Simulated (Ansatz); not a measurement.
**C3H9NSi: up Jacob's ladder to CCSD(T)**

The task here is to estimate one member of a computed series from the others.

Computed with Ansatz 0.2.0, Gaussian basis. Level: functionals in def2-TZVPP, the program's frozen cores in correlated methods.

Levels to be run: PBE-D4, r2SCAN-D4, PBE0-D4, B3LYP-D4, ωB97X-V, ωB97M-V, B2PLYP; CCSD(T)/def2-TZVPP; MP2/def2-QZVPP; extrapolation to the limit.

### The geometry

An earlier PBE0-D4 in a triple-zeta def2 set relaxation fixed the geometry.

SMILES `CC([SiH3])C=N`, 14 atoms, charge 0, spin multiplicity 1.

Atoms are counted from 1 here; the program's logs count them from 0.

Bond lengths: C1–C2 1.529 Å, C1–H6 1.094 Å, C1–H7 1.092 Å, C1–H8 1.093 Å, C2–Si3 1.897 Å, C2–C4 1.495 Å, C2–H9 1.097 Å, Si3–H10 1.487 Å, Si3–H11 1.488 Å, Si3–H12 1.485 Å, C4–N5 1.265 Å, C4–H13 1.097 Å, N5–H14 1.023 Å. Angles: C2–C1–H6 111.1°, C2–C1–H7 111.4°, C2–C1–H8 111.2°, H6–C1–H7 107.5°, H6–C1–H8 107.6°, H7–C1–H8 107.9°, C1–C2–Si3 110.8°, C1–C2–C4 112.2°, C1–C2–H9 110.3°, Si3–C2–C4 108.4°, Si3–C2–H9 106.2°, C4–C2–H9 108.8°, C2–Si3–H10 109.5°, C2–Si3–H11 109.1°, C2–Si3–H12 110.2°, H10–Si3–H11 108.9°, H10–Si3–H12 109.4°, H11–Si3–H12 109.6° and more.

Coordinates:

```
C    -0.65997   -0.65422    1.31308
C    -0.22254   -0.29869   -0.10843
Si    1.65361   -0.03250   -0.18829
C    -0.89703    0.93573   -0.61358
N    -1.35652    1.16853   -1.76857
H    -0.44486    0.16303    2.00718
H    -0.14038   -1.54195    1.67931
H    -1.73423   -0.85115    1.35766
H    -0.44383   -1.12691   -0.79286
H     2.02232    1.15404    0.62908
H     2.34029   -1.23092    0.36474
H     2.08285    0.18301   -1.59369
H    -0.97819    1.74622    0.12119
H    -1.23423    0.35647   -2.37823
```

The first run:

in.yaml

```yaml
crystal:
  periodic: [false, false, false]
  atoms:
    - {symbol: C, position_ang: [-0.659975, -0.654223, 1.313078]}
    - {symbol: C, position_ang: [-0.222541, -0.298688, -0.108428]}
    - {symbol: Si, position_ang: [1.653610, -0.032499, -0.188292]}
    - {symbol: C, position_ang: [-0.897027, 0.935726, -0.613576]}
    - {symbol: N, position_ang: [-1.356525, 1.168532, -1.768566]}
    - {symbol: H, position_ang: [-0.444862, 0.163025, 2.007175]}
    - {symbol: H, position_ang: [-0.140377, -1.541950, 1.679306]}
    - {symbol: H, position_ang: [-1.734228, -0.851153, 1.357663]}
    - {symbol: H, position_ang: [-0.443826, -1.126907, -0.792858]}
    - {symbol: H, position_ang: [2.022325, 1.154040, 0.629077]}
    - {symbol: H, position_ang: [2.340295, -1.230916, 0.364743]}
    - {symbol: H, position_ang: [2.082850, 0.183013, -1.593689]}
    - {symbol: H, position_ang: [-0.978188, 1.746223, 0.121193]}
    - {symbol: H, position_ang: [-1.234232, 0.356475, -2.378228]}
basis:
  gaussian: {orbitals: def2-TZVPP}
hamiltonian: {xc: pbe, dispersion: d4}
output: {forces: true, orbitals: {seedname: orbitals}}
```

On the command line:

```console
$ ansatz run in.yaml --threads 4 --pin off --events-out ev --progress --plain --max-ram 10444MiB
```

Among the steps run: PBE-D4 (GGA); r2SCAN-D4 (meta-GGA); PBE0-D4 (hybrid); B3LYP-D4 (hybrid); ωB97X-V (range-separated); ωB97M-V (range-separated); B2PLYP (double hybrid); CCSD(T) in def2-TZVPP; MP2 in def2-QZVPP.

One of the session's tables, all rows but one given; the rest of the session is left out.

It belongs to the step «Atomisation energies». 

| method | atomisation energy (kcal/mol) |
| --- | --- |
| PBE-D4 | 1263.3 |
| r2SCAN-D4 | 1241.4 |
| PBE0-D4 | 1245.1 |
| B3LYP-D4 | 1245.6 |
| ωB97X-V | 1246.5 |
| ωB97M-V | 1245.9 |
| B2PLYP | ? |
| HF/def2-TZVPP | 910.3 |
| MP2/def2-TZVPP | 1220.4 |
| CCSD/def2-TZVPP | 1194.2 |
| CCSD(T)/def2-TZVPP | 1211.1 |
| MP2/CBS | 1250.6 |
| CCSD(T)/CBS | 1241.2 |

Q: Estimate the row for B2PLYP from the others.

As computed: atomisation energy (kcal/mol): 1229.8. In the column «atomisation energy (kcal/mol)» it lies between MP2/def2-TZVPP (1220.4) and CCSD(T)/CBS (1241.2).

Limits of these values: Free atoms (3 C, 1 Si, 1 N, 9 H) were run apart at each level; the atomisation energy is their sum less the molecule, without zero-point or spin-orbit terms.
